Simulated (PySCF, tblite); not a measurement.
# C4H10FN3Si2: geometry, infrared bands and NMR shifts

Wanted: the infrared bands and NMR shifts of C4H10FN3Si2 (`CN[SiH2]n1cncc1[SiH2]F`), by calculation.

Programs: tblite 0.8.0 and PySCF 2.14.0, with density-fitted response routines of our own. Each step states its level of theory. These are calculated values for one molecule in the gas phase, unless marked as measured. Atoms are numbered from 0 throughout.

### Step 1. The starting structure

20 atoms, charge 0, multiplicity 1; geometry from: force field or distance geometry start.

Bonds of the start (Å): C0–N1 1.45, N1–Si2 1.77, Si2–N3 1.77, N3–C4 1.36, C4–N5 1.37, N5–C6 1.36, C6–C7 1.40, C7–Si8 1.85, Si8–F9 1.68, C7–N3 1.33, C0–H10 1.11, C0–H11 1.10, C0–H12 1.11, N1–H13 1.03, Si2–H14 1.49, Si2–H15 1.48, C4–H16 1.08, C6–H17 1.09, Si8–H18 1.47, Si8–H19 1.47.

### Step 2. Geometry optimisation with GFN2-xTB

Job settings and geometry (Å):

```
{"job": {"kind": "relax", "xc": "GFN2-xTB", "basis": "xTB"}, "charge": 0, "multiplicity": 1}
C      3.416900     0.421900    -0.050900
N      2.161100     0.101500    -0.711400
Si     0.739500     0.697100     0.150100
N     -0.470600    -0.597900     0.180100
C     -0.234100    -1.923400     0.334000
N     -1.416400    -2.611800     0.310000
C     -2.422100    -1.715700     0.159000
C     -1.792000    -0.471100     0.092900
Si    -2.767000     1.086100    -0.120100
F     -2.622900     1.634900    -1.699000
H      3.354400     0.261200     1.049900
H      3.731300     1.467500    -0.198400
H      4.203200    -0.284800    -0.382100
H      2.166600     0.265500    -1.723900
H      0.150500     1.922500    -0.453700
H      1.040600     1.035800     1.560000
H      0.769100    -2.316900     0.433100
H     -3.481200    -1.949600     0.113700
H     -2.329500     2.118800     0.829900
H     -4.202400     0.869100     0.124000
```

Command:

```sh
$ OMP_NUM_THREADS=1 python probes_run.py task.json out
```

This one command runs all jobs of the session in turn.

**Question.** This job is followed by: GFN2-xTB harmonic vibrations, gas phase; GIAO PBE0/pcSseg-1 NMR shielding, non-relativistic, gas phase. What will the session give for the following? strongest single infrared mode (GFN2-xTB); zero-point energy (GFN2-xTB); 13C shifts against TMS (PBE0/pcSseg-1); 1H shifts against TMS (PBE0/pcSseg-1, means over atoms taken as alike); 15N shifts against NH3 (PBE0/pcSseg-1); 29Si shifts against TMS (PBE0/pcSseg-1); 19F shifts against CFCl3 (PBE0/pcSseg-1); surface potential, 1st and 99th percentile.

**Answer**, as computed:

| quantity | value |
| --- | --- |
| strongest single infrared mode (GFN2-xTB) | 754 cm⁻¹, 402 km/mol |
| zero-point energy (GFN2-xTB) | 87.2 kcal/mol |
| 13C shifts against TMS (PBE0/pcSseg-1) | 151.0, 149.2, 128.4, 29.8 ppm |
| 1H shifts against TMS (PBE0/pcSseg-1, means over atoms taken as alike) | 7.92, 7.69, 5.76, 5.54, 2.94, 0.18 ppm |
| 15N shifts against NH3 (PBE0/pcSseg-1) | 309.8, 192.2, 15.1 ppm |
| 29Si shifts against TMS (PBE0/pcSseg-1) | -15.5, -32.5 ppm |
| 19F shifts against CFCl3 (PBE0/pcSseg-1) | -212.4 ppm |
| surface potential, 1st and 99th percentile | -1.90 V and 1.76 V |

Relaxing lowered the energy by 0.709 eV in 97 steps; the close pair that moved most is C4–N5, from 1.368 to 1.301 Å. The lowest mode is slightly imaginary (10i cm⁻¹), a soft motion within the noise of the Hessian, so the minimum is not strictly shown. The strongest single mode, at 754 cm⁻¹, has its largest shares on H14, H15, H19 and H18 (the list is cut at 4 atoms). Unscaled tight-binding wavenumbers are off by several per cent, some by more. Its intensities can rank the bands wrongly. At PBE0/pcSseg-1: Shielding is most anisotropic at N5 (span 515 ppm, paramagnetic term -380 ppm). NICS(1)zz of -31 ppm above the planar ring from N3 marks a diatropic (aromatic) ring current. At PBE0/pcSseg-1, counted by nearest atom on the grid, the HOMO lies on C7 34 %; C4, C6 about 21 % each, the LUMO on C4, C7 about 13 % each; Si8 13 %.
